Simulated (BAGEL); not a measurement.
# CH3ClFOSi (SMILES CO[Si](F)Cl) at ROHF/6-31G(d) (density fitting with qzvpp-jkfit, spherical functions)

Aim: the vertical doublet–quartet gap of CH3ClFOSi at ROHF/6-31G* (density fitting with qzvpp-jkfit, spherical functions), from 2 runs. 

The calculation is run with BAGEL 1.2.2.

1 further run of the same task is left out (it didn't finish). Runs told in other sessions of the task aren't counted.

### 1 The system as given

CH3ClFOSi has 8 atoms, charge 0, and is taken as a doublet. SMILES: `CO[Si](F)Cl`. The shape is that of a PBE0-D4/def2-TZVP optimisation. This is one conformer, not always the lowest.

Bond lengths: C1–O2 1.415 Å, O2–Si3 1.621 Å, Si3–F4 1.588 Å, Si3–Cl5 2.059 Å, C1–H6 1.093 Å, C1–H7 1.090 Å, C1–H8 1.093 Å. Angles: C1–O2–Si3 127.1°, O2–Si3–F4 105.6°, O2–Si3–Cl5 110.7°, F4–Si3–Cl5 108.5°, O2–C1–H6 110.9°, O2–C1–H7 107.5°, O2–C1–H8 111.2°, H6–C1–H7 108.9°, H6–C1–H8 109.2°, H7–C1–H8 109.1°.

### 2 The energy at ROHF/6-31G(d) (density fitting with qzvpp-jkfit, spherical functions)

input.json

```json
{ "bagel" : [

{
  "title" : "molecule",
  "basis" : "6-31gs.json",
  "df_basis" : "qzvpp-jkfit",
  "angstrom" : "true",
  "geometry" : [
    { "atom" : "C", "xyz" : [   -0.458100,   -0.553300,    0.973700 ] },
    { "atom" : "O", "xyz" : [    0.278400,   -0.634200,   -0.231600 ] },
    { "atom" : "Si", "xyz" : [    1.040400,    0.575500,   -0.994800 ] },
    { "atom" : "F", "xyz" : [    1.414300,    0.007600,   -2.429900 ] },
    { "atom" : "Cl", "xyz" : [   -0.216200,    2.187700,   -1.238400 ] },
    { "atom" : "H", "xyz" : [    0.207000,   -0.409200,    1.829100 ] },
    { "atom" : "H", "xyz" : [   -0.991000,   -1.496000,    1.096600 ] },
    { "atom" : "H", "xyz" : [   -1.182600,    0.264700,    0.939200 ] }
  ]
},
{ "title" : "rohf", "nopen" : 1 },
{ "title" : "print", "file" : "orbitals.molden", "orbitals" : "true" }

]}
```

The basis set 6-31G* is read from a file made from the Basis Set Exchange's data (not shown).

Started as:

```console
$ BAGEL_NUM_THREADS=1 BAGEL input.json > input.out
```

Output:

```text
* using 1 threads per process

  ===============================================================
  ===============================================================

  *** Geometry ***

  { "atom" : "C", "xyz" : [     -0.865684,     -1.045585,      1.840026 ] },
  { "atom" : "O", "xyz" : [      0.526100,     -1.198464,     -0.437661 ] },
  { "atom" : "Si", "xyz" : [      1.966071,      1.087537,     -1.879900 ] },
  { "atom" : "F", "xyz" : [      2.672640,      0.014362,     -4.591846 ] },
  { "atom" : "Cl", "xyz" : [     -0.408559,      4.134154,     -2.340237 ] },
  { "atom" : "H", "xyz" : [      0.391173,     -0.773276,      3.456498 ] },
  { "atom" : "H", "xyz" : [     -1.872719,     -2.827030,      2.072274 ] },
  { "atom" : "H", "xyz" : [     -2.234790,      0.500211,      1.774831 ] },

  Number of auxiliary basis functions:      539

  Since a DF basis is specified, we compute 2- and 3-index integrals:
    o Being stored without compression. Storage requirement is 0.030 GB

  Number of basis functions:       84
  Number of electrons      :       57

    * METHOD: MOLECULE                             0.33

  *** Open-shell HF ***

  === Nuclear Repulsion ===
   295.6307972791

      * DIIS with orbital gradients will be used.

  === ROHF iteration (6-31gs.json) ===
      0       -962.16123569          0.03979979           0.18
      1       -962.32055597          0.02705130           0.19
      2       -962.37711116          0.01730320           0.18
      3       -962.41570869          0.00109093           0.18
      4       -962.41636006          0.00052811           0.19
      5       -962.41654982          0.00014995           0.18
      6       -962.41659183          0.00006392           0.18
      7       -962.41660773          0.00002318           0.18
      8       -962.41661152          0.00000503           0.18
      9       -962.41661386          0.00000209           0.18
     10       -962.41661409          0.00000107           0.18
     11       -962.41661406          0.00000028           0.18
     12       -962.41661411          0.00000014           0.19
     13       -962.41661411          0.00000005           0.19
     14       -962.41661411          0.00000003           0.18
     15       -962.41661411          0.00000001           0.18
    * SCF iteration converged.

    * S^2 (ROHF) is 0.7500

    * Permanent dipole moment:
           (   -0.056694,     0.146595,    -1.129352) a.u.

    * METHOD: ROHF                                 3.15

    * METHOD: PRINT                                0.02

  ===============================================================
```

It took 3.9 s on 1 thread of Arm Neoverse V1, shared host; peak memory 0.13 GiB.

### 3 The quartet

hf.json

```json
{ "bagel" : [

{
  "title" : "molecule",
  "basis" : "6-31gs.json",
  "df_basis" : "qzvpp-jkfit",
  "angstrom" : true,
  "geometry" : [
    { "atom" : "C", "xyz" : [   -0.458100,   -0.553300,    0.973700 ] },
    { "atom" : "O", "xyz" : [    0.278400,   -0.634200,   -0.231600 ] },
    { "atom" : "Si", "xyz" : [    1.040400,    0.575500,   -0.994800 ] },
    { "atom" : "F", "xyz" : [    1.414300,    0.007600,   -2.429900 ] },
    { "atom" : "Cl", "xyz" : [   -0.216200,    2.187700,   -1.238400 ] },
    { "atom" : "H", "xyz" : [    0.207000,   -0.409200,    1.829100 ] },
    { "atom" : "H", "xyz" : [   -0.991000,   -1.496000,    1.096600 ] },
    { "atom" : "H", "xyz" : [   -1.182600,    0.264700,    0.939200 ] }
  ]
},
{ "title" : "rohf", "nopen" : 3 },
{ "title" : "print", "file" : "orbitals.molden", "orbitals" : true }

]}
```

The basis set 6-31G* is read from a file made from the Basis Set Exchange's data (not shown).

Started as:

```console
$ BAGEL_NUM_THREADS=1 BAGEL hf.json > hf.out
```

Output:

```text
* using 1 threads per process

  ===============================================================
  ===============================================================

  *** Geometry ***

  { "atom" : "C", "xyz" : [     -0.865684,     -1.045585,      1.840026 ] },
  { "atom" : "O", "xyz" : [      0.526100,     -1.198464,     -0.437661 ] },
  { "atom" : "Si", "xyz" : [      1.966071,      1.087537,     -1.879900 ] },
  { "atom" : "F", "xyz" : [      2.672640,      0.014362,     -4.591846 ] },
  { "atom" : "Cl", "xyz" : [     -0.408559,      4.134154,     -2.340237 ] },
  { "atom" : "H", "xyz" : [      0.391173,     -0.773276,      3.456498 ] },
  { "atom" : "H", "xyz" : [     -1.872719,     -2.827030,      2.072274 ] },
  { "atom" : "H", "xyz" : [     -2.234790,      0.500211,      1.774831 ] },

  Number of auxiliary basis functions:      539

  Since a DF basis is specified, we compute 2- and 3-index integrals:
    o Being stored without compression. Storage requirement is 0.030 GB

  Number of basis functions:       84
  Number of electrons      :       57

    * METHOD: MOLECULE                             0.33

  *** Open-shell HF ***

  === Nuclear Repulsion ===
   295.6307972791

      * DIIS with orbital gradients will be used.

  === ROHF iteration (6-31gs.json) ===
      0       -961.76198992          0.03815578           0.20
      1       -961.91384022          0.02868811           0.19
      2       -961.98182032          0.01982035           0.19
      3       -962.04661928          0.00419092           0.19
      4       -962.05777478          0.00314441           0.19
      5       -962.07197296          0.00180561           0.19
      6       -962.07766062          0.00090233           0.19
      7       -962.08041301          0.00089669           0.19
      8       -962.08115717          0.00071991           0.19
      9       -962.08281198          0.00066381           0.19
[... 56 lines of this table left out ...]
     66       -962.08546264          0.00000002           0.20
     67       -962.08546264          0.00000002           0.19
     68       -962.08546264          0.00000001           0.20
     69       -962.08546264          0.00000001           0.19
    * SCF iteration converged.

    * S^2 (ROHF) is 3.7500

    * Permanent dipole moment:
           (    1.336130,     0.936256,    -2.141592) a.u.

    * METHOD: ROHF                                13.59

    * METHOD: PRINT                                0.02

  ===============================================================
```

Run time: 14 s. Hardware: 1 thread of Arm Neoverse V1, shared host; peak memory 0.14 GiB.

### 4 What came out

At ROHF/6-31G* (density fitting with qzvpp-jkfit, spherical functions):

| quantity | value |
| --- | --- |
| doublet: total energy | -962.41661 Eh |
| doublet: dipole moment | 2.90 D |
| doublet: ⟨S²⟩ | 0.750 |
| quartet: total energy | -962.08546 Eh |
| quartet: dipole moment | 6.84 D |
| quartet: ⟨S²⟩ | 3.750 |
| vertical energy of the quartet above the doublet | 9.011 eV |

At this shape the quartet lies 9.01 eV (869 kJ/mol) above the doublet.
